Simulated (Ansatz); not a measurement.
# EuIO: the cost of one run

Program: Ansatz 0.2.0. Level of theory: DFT PBEsol+U (U = 3 eV, J = 0.5 eV on Eu f), plane waves, PAW, no spin–orbit coupling unless a run says so. These are calculated values, not measurements.

1 further run of the same task is left out (it didn't finish).

### 1 The system as given

The structure is tetragonal, space group P4/nmm (No. 129). Conventional cell: a = 4.363 Å, b = 4.363 Å, c = 7.693 Å, α = 90.00°, β = 90.00°, γ = 90.00°. Eu (site symmetry 4mm) has 4 O at 2.70 Å and 5 I at 3.28 to 3.41 Å as nearest neighbours. O (site symmetry -4m2) has 4 Eu at 2.70 Å as nearest neighbours. I (site symmetry 4mm) has 5 Eu at 3.28 to 3.41 Å as nearest neighbours.

Coordinates:

```cif
data_structure
_symmetry_space_group_name_H-M 'P4/nmm:1'
_symmetry_Int_Tables_number 129
_cell_length_a 4.3634
_cell_length_b 4.3634
_cell_length_c 7.6927
_cell_angle_alpha 90.000
_cell_angle_beta 90.000
_cell_angle_gamma 90.000
_cell_volume 146.46
loop_
_atom_site_label
_atom_site_type_symbol
_atom_site_symmetry_multiplicity
_atom_site_Wyckoff_symbol
_atom_site_fract_x
_atom_site_fract_y
_atom_site_fract_z
_atom_site_occupancy
Eu1 Eu 2 c 0.50000 0.00000 0.20580 1
O1 O 2 a 0.00000 0.00000 0.00000 1
I1 I 2 c 0.50000 0.00000 0.64970 1
```

An earlier series on this cell reached its lowest free state from «ferromagnetic start, free, natural orbitals of the symmetric run filled by rank», perhaps among other starts.

### 2 Antiferromagnetic directions held

input.yaml reads:

```yaml
crystal:
  lattice:
    - [4.36337581, 0.0, 0.0]
    - [0.0, 4.36337581, 0.0]
    - [0.0, 0.0, 7.69270587]
  atoms:
    - { symbol: Eu, position: [0.5, 0.0, 0.2058], spin: 6.0 }
    - { symbol: Eu, position: [0.0, 0.5, 0.7942], spin: -6.0 }
    - { symbol: O, position: [0.0, 0.0, 0.0] }
    - { symbol: O, position: [0.5, 0.5, 0.0] }
    - { symbol: I, position: [0.5, 0.0, 0.6497] }
    - { symbol: I, position: [0.0, 0.5, 0.3503] }
basis:
  ecutwfc: 420
  ecutrho_ratio: 4
kpoints:
  mp_grid: { grid: [4, 4, 3] }
hamiltonian:
  xc: pbesol
  hubbard:
    sites:
      - { site: 0, l: f, u: 3.0, j: 0.5, starting_ns: [{ spin: up, occupation_matrix: s0up }, { spin: down, occupation_matrix: s0down }] }
      - { site: 1, l: f, u: 3.0, j: 0.5, starting_ns: [{ spin: up, occupation_matrix: s1up }, { spin: down, occupation_matrix: s1down }] }
    occupation_matrices:
      s0up:
        matrix:
          - [0.97, 0.0, 0.0, 0.0, 0.0, 0.0, 0.0]
          - [0.0, 0.97, 0.0, 0.0, 0.0, 0.0, 0.0]
          - [0.0, 0.0, 0.97, 0.0, 0.0, 0.0, 0.0]
          - [0.0, 0.0, 0.0, 0.02, 0.0, 0.0, 0.0]
          - [0.0, 0.0, 0.0, 0.0, 0.97, 0.0, 0.0]
          - [0.0, 0.0, 0.0, 0.0, 0.0, 0.97, 0.0]
          - [0.0, 0.0, 0.0, 0.0, 0.0, 0.0, 0.97]
      s0down:
        matrix:
          - [0.02, 0.0, 0.0, 0.0, 0.0, 0.0, 0.0]
          - [0.0, 0.02, 0.0, 0.0, 0.0, 0.0, 0.0]
          - [0.0, 0.0, 0.02, 0.0, 0.0, 0.0, 0.0]
          - [0.0, 0.0, 0.0, 0.02, 0.0, 0.0, 0.0]
          - [0.0, 0.0, 0.0, 0.0, 0.02, 0.0, 0.0]
          - [0.0, 0.0, 0.0, 0.0, 0.0, 0.02, 0.0]
          - [0.0, 0.0, 0.0, 0.0, 0.0, 0.0, 0.02]
      s1up:
        matrix:
          - [0.02, 0.0, 0.0, 0.0, 0.0, 0.0, 0.0]
          - [0.0, 0.02, 0.0, 0.0, 0.0, 0.0, 0.0]
          - [0.0, 0.0, 0.02, 0.0, 0.0, 0.0, 0.0]
          - [0.0, 0.0, 0.0, 0.02, 0.0, 0.0, 0.0]
          - [0.0, 0.0, 0.0, 0.0, 0.02, 0.0, 0.0]
          - [0.0, 0.0, 0.0, 0.0, 0.0, 0.02, 0.0]
          - [0.0, 0.0, 0.0, 0.0, 0.0, 0.0, 0.02]
      s1down:
        matrix:
          - [0.97, 0.0, 0.0, 0.0, 0.0, 0.0, 0.0]
          - [0.0, 0.97, 0.0, 0.0, 0.0, 0.0, 0.0]
          - [0.0, 0.0, 0.97, 0.0, 0.0, 0.0, 0.0]
          - [0.0, 0.0, 0.0, 0.02, 0.0, 0.0, 0.0]
          - [0.0, 0.0, 0.0, 0.0, 0.97, 0.0, 0.0]
          - [0.0, 0.0, 0.0, 0.0, 0.0, 0.97, 0.0]
          - [0.0, 0.0, 0.0, 0.0, 0.0, 0.0, 0.97]
    ns_hold: { iters: 8 }
scf:
  occupations: { method: gaussian, width: 0.05 }
  lower_state_search: "off"
  max_iter: 150
output:
  forces: true
  stress: true
  eigenvalues: true
  populations: true
  hubbard: { sites: [{ site: 0, l: f }, { site: 1, l: f }] }
magnetization:
  spin_polarized: true
  spin_locking: { lock_directions: true }
```

The typed matrices put 0.97 on the chosen orbitals and 0.02 on the others, and are held for 8 cycles. The lock stays on to the end, so the result is a constrained state.

Run with:

```sh
$ ansatz run input.yaml --threads 4 --pin off --max-ram 6144MiB --backend cpu --events-out ev --progress --plain --runs-dir out
```

Q: Estimate wall time and peak memory on 4 threads of Arm Neoverse V1, shared host.

About 18 s, with a peak of 0.63 GiB.
